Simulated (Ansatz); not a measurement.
**Al2Pt (Fm-3m): the equilibrium volume**

Aim: the volume at which the pressure of Al2Pt (Fm-3m) vanishes.

Method: DFT PBE, scalar-relativistic, plane waves, PAW, in Ansatz 0.2.0.

## 1. The starting structure

The structure is cubic, space group Fm-3m (No. 225). Conventional cell: a = 5.930 Å, b = 5.930 Å, c = 5.930 Å, α = 90.00°, β = 90.00°, γ = 90.00°. Al (site symmetry -43m) has 4 Pt at 2.57 Å as nearest neighbours. Pt (site symmetry m-3m) has 8 Al at 2.57 Å as nearest neighbours.

Coordinates:

```
Al Pt
1.0
     0.00000    2.96482    2.96482
     2.96482    0.00000    2.96482
     2.96482    2.96482    0.00000
Al Pt
2 1
Cartesian
  1.4824 1.4824 1.4824
  4.4472 4.4472 4.4472
  0.0000 0.0000 0.0000
```

## 2. At the starting volume

input.yaml

```yaml
crystal:
  lattice:
    - [0.0, 2.9648173479, 2.9648173479]
    - [2.9648173479, 0.0, 2.9648173479]
    - [2.9648173479, 2.9648173479, 0.0]
  atoms:
    - { symbol: Al, position: [0.25, 0.25, 0.25] }
    - { symbol: Al, position: [0.75, 0.75, 0.75] }
    - { symbol: Pt, position: [0.0, 0.0, 0.0] }
basis:
  ecutwfc: 420
  ecutrho_ratio: 4
kpoints:
  mp_grid: { grid: [10, 10, 10] }
hamiltonian:
  xc: pbe
scf:
  occupations: { method: gaussian, width: 0.05 }
output:
  forces: true
  stress: true
  eigenvalues: true
```

Command:

```bash
> ansatz run input.yaml --threads 8 --pin off --max-ram 15360MiB --backend cpu --events-out ev --progress --plain --runs-dir out
```

Standard output:

```text
Warning: RAYON_NUM_THREADS=8 ignored (pool sized by the plan → 8); use --threads N
Engine: ansatz 0.2.0, aarch64-unknown-linux-gnu
Pseudopotentials: kind: paw
Pseudopotential: Al, paw, valence charge 3, recommended cutoff 420 eV (normal), Al.paw.azcp
Pseudopotential: Pt, paw, valence charge 18, recommended cutoff 420 eV (normal), Pt.paw.azcp
Functional definition: PBE
  parameter kappa = 0.804
  parameter beta = 0.06672455060314922
  exchange = pbe_x(kappa = kappa, mu = beta*pi^2/3)
  correlation = pbe_c(beta = beta)
Crystal: 3 atoms, lattice volume = 52.122 Å³
Basis set: ecut = 420 eV, 965 PW (Γ), exchange–correlation on 60×60×60 points (8 copies of the dense FFT grid, shifted against one another)
Bands: 16, of which v1, the nominal top of the filled ones, is band 12 counted from 1 (11 counted from 0)
Symmetry: 48 space group operations
Space group: Fm-3m (ITA 225), of the structure as read, at distance tolerance 3.7e-5 Å
k-points: 47 of 1000
Non-local potential: Al, projectors of the file, l = 0: 2, l = 1: 2, l = 2: 1
Non-local potential: Pt, projectors of the file, l = 0: 3, l = 1: 2, l = 2: 2, l = 3: 1
PAW form: soft (Blöchl's): semilocal exchange-correlation on the pseudo side does not see the compensation charge
PAW one-centre angular grid: Al, 110 points (default); XC on 64 Gauss nodes
PAW one-centre angular grid: Pt, 590 points (default); XC on 64 Gauss nodes
Initial density: superposition of atomic densities (neutral atoms: chi_scale 0, normalization atom), corrected by the library's trained network
Initial wavefunctions: pseudopotential atomic-orbital guess
Functional: x = pbe(κ = 0.804, μ = 0.2195149727645171), c = pbe(β = 0.06672455060314922)
SCF iter   1: F=—  HF=-13600.674864 eV  |F-HF|=—  |Δ(HF+E_count)|=         —  Δρ=1.44e-3  dr2=1.11e-3  ethr=1.77e-3  ⟨swp⟩=6.0  Hψ=4025  notcnv=0
preconditioner: auto → none  [insulator: Δε(μ)=0.139 eV  Ē_g=8.256 eV  σ=0.050 eV  W_gap=0.63  n_scr=14 (ndim 8)  ℏωp=20.6 eV  f_vac=0.002  D(μ)=1.38/eV (n_scr^D=14)  ε∞_Penn≈7.2]
SCF iter   2: F=—  HF=-13600.675235 eV  |F-HF|=—  |Δ(HF+E_count)|=   3.71e-4  Δρ=6.40e-4  dr2=1.56e-4  ethr=4.62e-6  ⟨swp⟩=2.3  Hψ=1483  notcnv=0
SCF iter   3: F=—  HF=-13600.675330 eV  |F-HF|=—  |Δ(HF+E_count)|=   9.53e-5  Δρ=8.49e-5  dr2=1.14e-6  ethr=6.51e-7  ⟨swp⟩=2.1  Hψ=1078  notcnv=0
SCF iter   4: F=—  HF=-13600.675293 eV  |F-HF|=—  |Δ(HF+E_count)|=   3.67e-5  Δρ=1.81e-5  dr2=5.33e-8  ethr=4.73e-9  ⟨swp⟩=2.0  Hψ=1097  notcnv=0
iter 5 did not close the SCF: its close was put off for the readings that it lacked (scf_convergence_deferred on its scf_iter line)
SCF iter   5: F=-13600.675294 eV  HF=-13600.675294 eV  |F-HF|=3.50e-9  |Δ(HF+E_count)|=   1.60e-7  Δρ=2.94e-6  dr2=4.79e-9  ethr=2.22e-10  ⟨swp⟩=2.1  Hψ=1121  notcnv=0
SCF iter   6: F=-13600.675294 eV  HF=-13600.675294 eV  |F-HF|=5.82e-11  |Δ(HF+E_count)|=  4.18e-10  Δρ=6.91e-7  dr2=1.46e-10  ethr=2.00e-11  ⟨swp⟩=2.7  Hψ=2689  notcnv=0
SCF 1 converged in 6 iterations: F = -13600.675294 eV  dr2 = 1.46e-10
SCF converged after 6 iterations
Free energy (F): -13600.675294 eV
Harris-Foulkes:  -13600.675294 eV  (|F-HF|=5.82e-11)
Internal energy: -13600.673568 eV  (E = F + TS)
E sigma→0 (E₀):  -13600.674431 eV
Entropy (-TS):   -0.001725 eV (-0.575 meV/atom)
Fermi energy:    11.207576 eV
--- Per-component energies (eV) ---
  E_band       = -313.899969
  E_kinetic    = 686.497634
  E_local      = -2711.591381  (includes V_loc(G=0)·N_el)
  E_nonlocal   = 217.459867
  E_hartree    = 1076.982694
  E_xc         = -343.280886
  E_vxc        = -363.451288  (∫ρ·V_xc dr)
  E_paw        = -10388.692194  (= ΣΔE_a)
  E_vpaw       = -296.781014  (= ΣTr[D̂ρ^β])
  E_aug_tail   = 0.000188  (compensation charges beyond the density's cutoff)
  E_ewald      = -2138.049491
  E_smearing   = -0.001725  (= −TS)
  E_closure    = -0.000000  (closes the sum)
  Σ components = -13600.675294   (vs F -13600.675294, Δ=0.00e0)
--- Forces (eV/Å), atoms counted from 1 ---
  atom   1  Al     0.00000000    -0.00000000    -0.00000000
  atom   2  Al     0.00000000     0.00000000    -0.00000000
  atom   3  Pt    -0.00000000     0.00000000     0.00000000
  max |Σ_I F_I| component: 2.31e-17 eV/Å
--- Stress (GPa, compression-positive) ---
        1.111562      -0.000000      -0.000000
       -0.000000       1.111562      -0.000000
       -0.000000      -0.000000       1.111562
  P = ⅓ Tr σ = 1.1116 GPa (11.116 kbar)
--- Band table (eV; the first three rows and the last of 47) ---
  k-point 0: bands = ["-87.5949", "-41.8262", "-41.8262", "-41.8262", "1.0915", "6.2421", "6.2421", "6.2421", "7.5832", "7.5832", "14.1319", "15.0497", "15.0497", "15.0497", "16.6013", "16.6013"]
  k-point 1: bands = ["-87.5949", "-41.8264", "-41.8262", "-41.8262", "1.2282", "6.1596", "6.2878", "6.2878", "7.5675", "7.5675", "13.3858", "14.4069", "14.6631", "14.6631", "17.0365", "17.0365"]
  k-point 2: bands = ["-87.5949", "-41.8271", "-41.8263", "-41.8263", "1.6286", "5.9492", "6.3989", "6.3989", "7.5518", "7.5518", "11.3340", "13.9116", "13.9116", "14.7630", "16.8087", "16.8527"]
  k-point 46: bands = ["-87.5949", "-41.8281", "-41.8276", "-41.8271", "5.2455", "5.3107", "5.6699", "6.4948", "7.4987", "8.0149", "8.1734", "8.8087", "10.3242", "15.7406", "16.4915", "17.1089"]
```

It took 0.59 s on 8 threads of Arm Neoverse V1, shared host; peak memory 0.36 GiB.

This gives: volume 17.374 Å³/atom, pressure 1.11 GPa, no gap.

## 3. Volume 17.503 Å³/atom

Edit input.yaml of step 2 so:

```diff
@@ -2,5 +2,5 @@
   lattice:
-    - [0.0, 2.9648173479, 2.9648173479]
-    - [2.9648173479, 0.0, 2.9648173479]
-    - [2.9648173479, 2.9648173479, 0.0]
+    - [0.0, 2.9721228399, 2.9721228399]
+    - [2.9721228399, 0.0, 2.9721228399]
+    - [2.9721228399, 2.9721228399, 0.0]
   atoms:
```

Command:

```bash
> ansatz run input.yaml --threads 8 --pin off --max-ram 15360MiB --backend cpu --events-out ev --progress --plain --runs-dir out
```

Standard output:

```text
Warning: RAYON_NUM_THREADS=8 ignored (pool sized by the plan → 8); use --threads N
[... 9 set-up lines as earlier in the session ...]
Crystal: 3 atoms, lattice volume = 52.509 Å³
Basis set: ecut = 420 eV, 965 PW (Γ), exchange–correlation on 60×60×60 points (8 copies of the dense FFT grid, shifted against one another)
Bands: 16, of which v1, the nominal top of the filled ones, is band 12 counted from 1 (11 counted from 0)
[... 2 set-up lines as earlier in the session ...]
k-points: 47 of 1000
[... 8 set-up lines as earlier in the session ...]
SCF iter   1: F=—  HF=-13600.676290 eV  |F-HF|=—  |Δ(HF+E_count)|=         —  Δρ=1.36e-3  dr2=8.49e-4  ethr=1.77e-3  ⟨swp⟩=6.0  Hψ=4017  notcnv=0
preconditioner: auto → none  [insulator: Δε(μ)=0.137 eV  Ē_g=8.206 eV  σ=0.050 eV  W_gap=0.62  n_scr=14 (ndim 8)  ℏωp=20.5 eV  f_vac=0.002  D(μ)=1.36/eV (n_scr^D=14)  ε∞_Penn≈7.2]
SCF iter   2: F=—  HF=-13600.676722 eV  |F-HF|=—  |Δ(HF+E_count)|=   4.32e-4  Δρ=6.22e-4  dr2=1.38e-4  ethr=3.54e-6  ⟨swp⟩=2.3  Hψ=1528  notcnv=0
SCF iter   3: F=—  HF=-13600.676830 eV  |F-HF|=—  |Δ(HF+E_count)|=   1.08e-4  Δρ=6.80e-5  dr2=4.81e-7  ethr=5.76e-7  ⟨swp⟩=2.0  Hψ=1082  notcnv=0
SCF iter   4: F=—  HF=-13600.676790 eV  |F-HF|=—  |Δ(HF+E_count)|=   3.95e-5  Δρ=1.39e-5  dr2=2.44e-8  ethr=2.00e-9  ⟨swp⟩=2.3  Hψ=1196  notcnv=0
iter 5 did not close the SCF: its close was put off for the readings that it lacked (scf_convergence_deferred on its scf_iter line)
SCF iter   5: F=-13600.676790 eV  HF=-13600.676790 eV  |F-HF|=5.77e-10  |Δ(HF+E_count)|=   1.14e-7  Δρ=7.98e-7  dr2=1.27e-10  ethr=1.02e-10  ⟨swp⟩=2.0  Hψ=1212  notcnv=0
SCF iter   6: F=-13600.676790 eV  HF=-13600.676790 eV  |F-HF|=1.09e-11  |Δ(HF+E_count)|=  6.89e-10  Δρ=2.43e-7  dr2=3.27e-11  ethr=1.00e-12  ⟨swp⟩=2.2  Hψ=2413  notcnv=0
SCF 1 converged in 6 iterations: F = -13600.676790 eV  dr2 = 3.27e-11
SCF converged after 6 iterations
Free energy (F): -13600.676790 eV
Harris-Foulkes:  -13600.676790 eV  (|F-HF|=1.09e-11)
Internal energy: -13600.675084 eV  (E = F + TS)
E sigma→0 (E₀):  -13600.675937 eV
Entropy (-TS):   -0.001706 eV (-0.569 meV/atom)
Fermi energy:    11.095659 eV
--- Per-component energies (eV) ---
  E_band       = -315.962916
  E_kinetic    = 686.024505
  E_local      = -2719.704869  (includes V_loc(G=0)·N_el)
  E_nonlocal   = 217.418705
  E_hartree    = 1080.102831
  E_xc         = -343.085831
  E_vxc        = -363.194209  (∫ρ·V_xc dr)
  E_paw        = -10388.636455  (= ΣΔE_a)
  E_vpaw       = -296.712571  (= ΣTr[D̂ρ^β])
  E_aug_tail   = 0.000185  (compensation charges beyond the density's cutoff)
  E_ewald      = -2132.794155
  E_smearing   = -0.001706  (= −TS)
  E_closure    = -0.000000  (closes the sum)
  Σ components = -13600.676790   (vs F -13600.676790, Δ=0.00e0)
--- Forces (eV/Å), atoms counted from 1 ---
  atom   1  Al     0.00000000     0.00000000    -0.00000000
  atom   2  Al     0.00000000    -0.00000000     0.00000000
  atom   3  Pt    -0.00000000     0.00000000     0.00000000
  max |Σ_I F_I| component: 2.31e-17 eV/Å
--- Stress (GPa, compression-positive) ---
        0.134871       0.000000       0.000000
       -0.000000       0.134871       0.000000
       -0.000000       0.000000       0.134871
  P = ⅓ Tr σ = 0.1349 GPa (1.349 kbar)
--- Band table (eV; the first three rows and the last of 47) ---
  k-point 0: bands = ["-87.6872", "-41.9167", "-41.9167", "-41.9167", "1.0317", "6.1696", "6.1696", "6.1696", "7.5025", "7.5025", "13.9646", "14.9328", "14.9328", "14.9328", "16.4490", "16.4490"]
  k-point 1: bands = ["-87.6872", "-41.9169", "-41.9167", "-41.9167", "1.1677", "6.0867", "6.2149", "6.2149", "7.4870", "7.4870", "13.2585", "14.2495", "14.5412", "14.5412", "16.8875", "16.8875"]
  k-point 2: bands = ["-87.6872", "-41.9175", "-41.9168", "-41.9168", "1.5658", "5.8753", "6.3253", "6.3253", "7.4714", "7.4714", "11.2205", "13.7894", "13.7894", "14.6033", "16.6702", "16.7138"]
  k-point 46: bands = ["-87.6872", "-41.9185", "-41.9181", "-41.9175", "5.1685", "5.2288", "5.5952", "6.4201", "7.4152", "7.9273", "8.0805", "8.7111", "10.2180", "15.5919", "16.3639", "16.9687"]
```

Run time: 0.52 s. Hardware: 8 threads of Arm Neoverse V1, shared host; peak memory 0.36 GiB.

Result: volume 17.503 Å³/atom, pressure 0.13 GPa, metallic.

## 4. The cell, before and after

The cell before and after:

| cell as typed | before | after | change |
| --- | --- | --- | --- |
| a (Å) | 4.193 | 4.203 | +0.2 % |
| b (Å) | 4.193 | 4.203 | +0.2 % |
| c (Å) | 4.193 | 4.203 | +0.2 % |
| volume (Å³/atom) | 17.374 | 17.503 | +0.7 % |
| shortest distance (Å) | 2.568 | 2.574 | +0.2 % |
| space group | Fm-3m | Fm-3m | same |

## 5. Results

| quantity | value |
| --- | --- |
| volume | 17.503 Å³/atom |
| pressure | 0.13 GPa |
| conventional cell | a = 5.944 Å, b = 5.944 Å, c = 5.944 Å, α = 90.00°, β = 90.00°, γ = 90.00° |
| gap on the mesh | none (metal) |

In words: From the first run shown, the volume went from 17.37 to 17.50 Å³/atom (+0.7 %) in 2 runs, where the pressure is zero within 0.13 GPa. Spin–orbit coupling is left out, though the cell holds Pt; in elements this heavy it can shift levels and gaps by tenths of an eV.
